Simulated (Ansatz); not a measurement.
# CH₅AlCl₂Se: basis-set convergence

An exercise on one series of results from a longer session: the logs are not shown, and one member is left open.

The runs use Ansatz 0.2.0, Gaussian basis; one geometry, several basis sets.

Plan: PBE0-D4/def2-SVP; ωB97M-V/def2-SVP; PBE0-D4/def2-QZVPP; ωB97M-V/def2-QZVPP; the functionals' def2-TZVPP values are taken from earlier runs.

## The relaxed structure

All runs share one geometry, relaxed beforehand with PBE0-D4 in a triple-zeta def2 set.

SMILES `[CH3][Al-]([Cl])([Cl])[SeH2+]`, 10 atoms, charge 0, spin multiplicity 1.

Atoms are counted from 1 here; the program's logs count them from 0.

Bond lengths: C1–Al2 1.940 Å, C1–H6 1.094 Å, C1–H7 1.093 Å, C1–H8 1.093 Å, Al2–Cl3 2.123 Å, Al2–Cl4 2.123 Å, Al2–Se5 2.650 Å, Se5–H9 1.470 Å, Se5–H10 1.470 Å. Angles: Al2–C1–H6 110.0°, Al2–C1–H7 111.9°, Al2–C1–H8 111.9°, H6–C1–H7 107.2°, H6–C1–H8 107.2°, H7–C1–H8 108.5°, C1–Al2–Cl3 118.8°, C1–Al2–Cl4 118.8°, C1–Al2–Se5 105.5°, Cl3–Al2–Cl4 115.5°, Cl3–Al2–Se5 95.3°, Cl4–Al2–Se5 95.3°, Al2–Se5–H9 97.2°, Al2–Se5–H10 97.2°, H9–Se5–H10 91.7°.

The first run:

in.yaml reads:

```yaml
crystal:
  periodic: [false, false, false]
  atoms:
    - {symbol: C, position_ang: [-1.341958, -0.619713, -0.016151]}
    - {symbol: Al, position_ang: [0.573380, -0.785630, -0.278674]}
    - {symbol: Cl, position_ang: [1.720592, -1.815291, 1.181590]}
    - {symbol: Cl, position_ang: [1.331134, -0.867808, -2.260522]}
    - {symbol: Se, position_ang: [1.572657, 1.607747, 0.266403]}
    - {symbol: H, position_ang: [-1.831998, -1.575937, -0.224498]}
    - {symbol: H, position_ang: [-1.589455, -0.346505, 1.013188]}
    - {symbol: H, position_ang: [-1.782037, 0.122701, -0.687412]}
    - {symbol: H, position_ang: [0.831653, 1.836282, 1.515342]}
    - {symbol: H, position_ang: [0.599130, 2.392854, -0.506264]}
basis:
  gaussian: {orbitals: def2-SVP}
hamiltonian: {xc: pbe0, dispersion: d4}
output: {orbitals: {seedname: orbitals}}
```

Command:

```sh
ansatz run in.yaml --threads 4 --pin off --events-out ev --progress --plain --max-ram 11315MiB
```

Among the steps run: PBE0-D4 in def2-SVP; ωB97M-V in def2-SVP; PBE0-D4 in def2-QZVPP; ωB97M-V in def2-QZVPP.

One of the session's tables, all rows but one given; the rest of the session is left out.

It belongs to the step «Density functionals: the series». 

```
functional       basis  HOMO (eV)
   PBE0-D4    def2-SVP      -7.96
   PBE0-D4  def2-TZVPP      -8.06
   PBE0-D4  def2-QZVPP      -8.09
   ωB97M-V    def2-SVP     -10.12
   ωB97M-V  def2-TZVPP     -10.25
   ωB97M-V  def2-QZVPP          ?
```

Estimate the missing values for ωB97M-V, def2-QZVPP.

**Answer.** HOMO (eV): -10.28. In the column «HOMO (eV)» it is the lowest.
